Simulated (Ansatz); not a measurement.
Crystal: FeAu.

```xyz
2
Lattice="1.4117 0.8151 4.4695 -1.4117 0.8151 4.4695 0.0000 -1.6301 4.4695" Properties=species:S:1:pos:R:3 pbc="T T T"
Au    0.0000    0.0000    0.0000
Fe    0.0000    0.0000    6.7042
```

The cell comes from a database or a generator and needn't be the stable form of this composition.

Alike in all runs: program Ansatz 0.2.0; functional PBE; potentials or basis Ansatz PAW; cutoff 420 eV (not typed: the program's choice for these potentials); k mesh 9 × 9 × 9; occupations fermi-dirac, width 0.05 eV.

Q: Only the start or the spin constraint differs. Which run ends lowest in energy?
A. collinear spin, ferromagnetic start of up to 0.8 μB; fixed moment 0.8
B. collinear spin, ferromagnetic start of up to 1.5 μB; fixed moment 1.5
C. collinear spin, program default start; fixed moment 0
D. collinear spin, ferromagnetic start of up to 2.2 μB; fixed moment 2.2
E. collinear spin, ferromagnetic start of up to 3.8 μB; fixed moment 3.8
F. collinear spin, ferromagnetic start of up to 3 μB; fixed moment 3

A: F.

```tsv
start	free energy over the lowest (meV/atom)	net moment (μB)	site or absolute moments (μB)	gap
collinear spin, ferromagnetic start of up to 3.8 μB; fixed moment 3.8	190.6	3.80	Au +0.30; Fe +3.38	-
collinear spin, ferromagnetic start of up to 4.5 μB; fixed moment 4.5	625.4	4.50	Au +0.48; Fe +3.71	-
collinear spin, ferromagnetic start of up to 2.2 μB; fixed moment 2.2	100.7	2.20	Au -0.05; Fe +2.40	-
collinear spin, program default start; fixed moment 0	444.2	0.00	-	-
collinear spin, ferromagnetic start of up to 1.5 μB; fixed moment 1.5	249.0	1.50	Au -0.05; Fe +1.67	-
collinear spin, ferromagnetic start of up to 0.8 μB; fixed moment 0.8	352.7	0.80	Au -0.05; Fe +0.92	-
collinear spin, ferromagnetic start of up to 6 μB; fixed moment 6	2420.0	6.00	Au +0.95; Fe +4.34	-
collinear spin, ferromagnetic start of up to 3 μB; fixed moment 3	0.0	3.00	Au +0.08; Fe +2.98	-
```

All polarised runs hold their moment fixed, so the table maps the energy against it. A still lower state may exist.

Caveats: the total moment is fixed, so each spin has its own Fermi level.
